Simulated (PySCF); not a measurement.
# From one method to the next for GaCl⁺

Aim: see what other functionals and later steps give for GaCl⁺.

The runs use PySCF 2.14.0; method and basis as typed in the scripts.

### 1 The system as given

GaCl⁺: 2 atoms, charge 1, spin multiplicity 2.

Bond lengths: Ga1–Cl2 2.616 Å.

### 2 The base run

The input, input.py:

```python
from pyscf import gto, scf, mp

mol = gto.M(
    atom='Ga 0 0 0; Cl 0 0 2.616',
    basis='6-31g*',
    charge=1,
    spin=1,
    verbose=3,
)
mf = scf.UHF(mol)
mf.kernel()
mp.MP2(mf).kernel()
mf.dip_moment()
print('orbital energies (hartree):', [e[max(0, n-3):n+3].round(4) for e, n in zip(mf.mo_energy, mol.nelec)])
```

Started as:

```console
> OMP_NUM_THREADS=1 python input.py
```

### 3 TDA

Variant 1 changes step after the SCF: mp2 → tda; number of roots: none → 3.

input.py, as its differences from that of step 2:

```diff
@@ -1,2 +1,2 @@
-from pyscf import gto, scf, mp
+from pyscf import gto, scf, tdscf
 
@@ -11,3 +11,6 @@
 mf.kernel()
-mp.MP2(mf).kernel()
+td = tdscf.TDA(mf)
+td.nstates = 3
+td.kernel()
+td.analyze()
 mf.dip_moment()
```

### 4 Camb3lyp (UKS)

Variant 2 changes functional: none (Hartree–Fock) → camb3lyp; SCF type: UHF → UKS; step after the SCF: mp2 → analyze.

The input, input.py:

```python
from pyscf import gto, dft

mol = gto.M(
    atom='Ga 0 0 0; Cl 0 0 2.616',
    basis='6-31g*',
    charge=1,
    spin=1,
    verbose=3,
)
mf = dft.UKS(mol, xc='camb3lyp')
mf.kernel()
mf.analyze()
print('orbital energies (hartree):', [e[max(0, n-3):n+3].round(4) for e, n in zip(mf.mo_energy, mol.nelec)])
```

### 5 Population analysis

Variant 3 changes step after the SCF: mp2 → analyze.

The input, input.py:

```python
from pyscf import gto, scf

mol = gto.M(
    atom='Ga 0 0 0; Cl 0 0 2.616',
    basis='6-31g*',
    charge=1,
    spin=1,
    verbose=3,
)
mf = scf.UHF(mol)
mf.kernel()
mf.analyze()
print('orbital energies (hartree):', [e[max(0, n-3):n+3].round(4) for e, n in zip(mf.mo_energy, mol.nelec)])
```

### 6 Frozen orbitals 14

Variant 4 changes frozen orbitals: none → 14.

input.py, as its differences from that of step 2:

```diff
@@ -11,3 +11,3 @@
 mf.kernel()
-mp.MP2(mf).kernel()
+mp.MP2(mf, frozen=14).kernel()
 mf.dip_moment()
```

### 7 CASSCF (ROHF)

Variant 5 changes step after the SCF: mp2 → casscf; SCF type: UHF → ROHF; active space: none → 5 electrons in 6 orbitals.

The input, input.py:

```python
from pyscf import gto, scf, mcscf

mol = gto.M(
    atom='Ga 0 0 0; Cl 0 0 2.616',
    basis='6-31g*',
    charge=1,
    spin=1,
    verbose=3,
)
mf = scf.ROHF(mol)
mf.kernel()
mc = mcscf.CASSCF(mf, 6, 5)
mc.kernel()
mc.analyze()
mf.dip_moment()
print('orbital energies (hartree):', mf.mo_energy[..., max(0, mol.nelec[1]-3):mol.nelec[0]+3].round(4))
```

**Question.** What will these runs give? Wanted: for each run, E(SCF); from base; gap, α spin; after the SCF.

**Answer**, as computed:

| run | E(SCF) (hartree) | from base (eV) | gap, α spin (eV) | after the SCF |
| --- | --- | --- | --- | --- |
| base | -2382.178067 | 0 | 12.86 | MP2 correlation -9.574 eV |
| TDA | -2382.178067 | 0.0000 | 12.86 | first excitation 0.41 eV |
| camb3lyp (UKS) | -2384.566960 | not comparable | 9.27 | n/a |
| population analysis | -2382.178067 | 0.0000 | 12.86 | n/a |
| frozen orbitals 14 | -2382.178067 | 0.0000 | 12.86 | MP2 correlation -8.518 eV |
| CASSCF (ROHF) | -2382.169525 | +0.2324 | n/a | CASSCF correlation -1.117 eV |

In words: Total energies of different functionals can't be compared with each other; differences within one functional can. The dearest run is “camb3lyp (UKS)”, at 5.9 s against 1 s.
